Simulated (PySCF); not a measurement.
**SiSe with other numerical set-ups**

Which parts of the numerical set-up matter for SiSe? Each run edits the base script.

Method: method and basis as typed in the scripts; program: PySCF 2.14.0.

3 further runs of the same task are left out: 3 that didn't finish.

### Step 1. Where the work starts

SiSe: 2 atoms, charge 0, spin multiplicity 1.

Bond lengths: Si1–Se2 2.230 Å.

### Step 2. Base script

The input, input.py:

```python
from pyscf import gto, dft

mol = gto.M(
    atom='Si 0 0 0; Se 0 0 2.23',
    basis='6-31g',
    charge=0,
    spin=0,
    verbose=4,
)
mf = dft.RKS(mol, xc='pbe')
mf.kernel()
mf.analyze()
print('orbital energies (hartree):', mf.mo_energy[..., max(0, mol.nelec[1]-3):mol.nelec[0]+3].round(4))
```

Run with:

```sh
$ OMP_NUM_THREADS=1 python input.py
```

The log of this run is left out.

Base result: E(SCF) = -2690.140350 Eh, 11 cycles, μ = 1.64 D.

The bond length is a typed value, not an optimised one.

### Step 3. Integration grid 5

Run 1 changes integration grid: default → 5.

The input, input.py:

```python
from pyscf import gto, dft

mol = gto.M(
    atom='Si 0 0 0; Se 0 0 2.23',
    basis='6-31g',
    charge=0,
    spin=0,
    verbose=4,
)
mf = dft.RKS(mol, xc='pbe')
mf.grids.level = 5
mf.kernel()
mf.analyze()
print('orbital energies (hartree):', mf.mo_energy[..., max(0, mol.nelec[1]-3):mol.nelec[0]+3].round(4))
```

Run with:

```sh
$ OMP_NUM_THREADS=1 python input.py
```

### Step 4. Cc-pvdz-dk (X2C on)

Run 2 changes basis set: 6-31g → cc-pvdz-dk; spin-free X2C: off → on.

Edit input.py of step 2 so:

```diff
@@ -4,3 +4,3 @@
     atom='Si 0 0 0; Se 0 0 2.23',
-    basis='6-31g',
+    basis='cc-pvdz-dk',
     charge=0,
@@ -10,2 +10,3 @@
 mf = dft.RKS(mol, xc='pbe')
+mf = mf.sfx2c1e()
 mf.kernel()
```

### Step 5. Density fitting auto

Run 3 changes density fitting: none → auto.

Edit input.py of step 2 so:

```diff
@@ -10,2 +10,3 @@
 mf = dft.RKS(mol, xc='pbe')
+mf = mf.density_fit()
 mf.kernel()
```

What does the calculation give? Wanted: for each run, E(SCF); from base; gap; SCF dipole.

**Answer**, as computed:

| run | E(SCF) (hartree) | from base (eV) | cycles | gap (eV) | SCF dipole (D) | functions |
| --- | --- | --- | --- | --- | --- | --- |
| base | -2690.140350 | 0 | 11 | 3.10 | 1.64 | 40 |
| integration grid 5 | -2690.140353 | -0.0001 | 11 | 3.10 | 1.64 | 40 |
| cc-pvdz-dk (X2C on) | -2719.423814 | not comparable | 10 | 2.97 | 1.50 | 45 |
| density fitting auto | -2690.140463 | -0.0031 | 11 | 3.10 | 1.64 | 40 |

**Reading.** The largest comparable shift of the SCF energy, -0.003 eV, comes with the run “density fitting auto”.
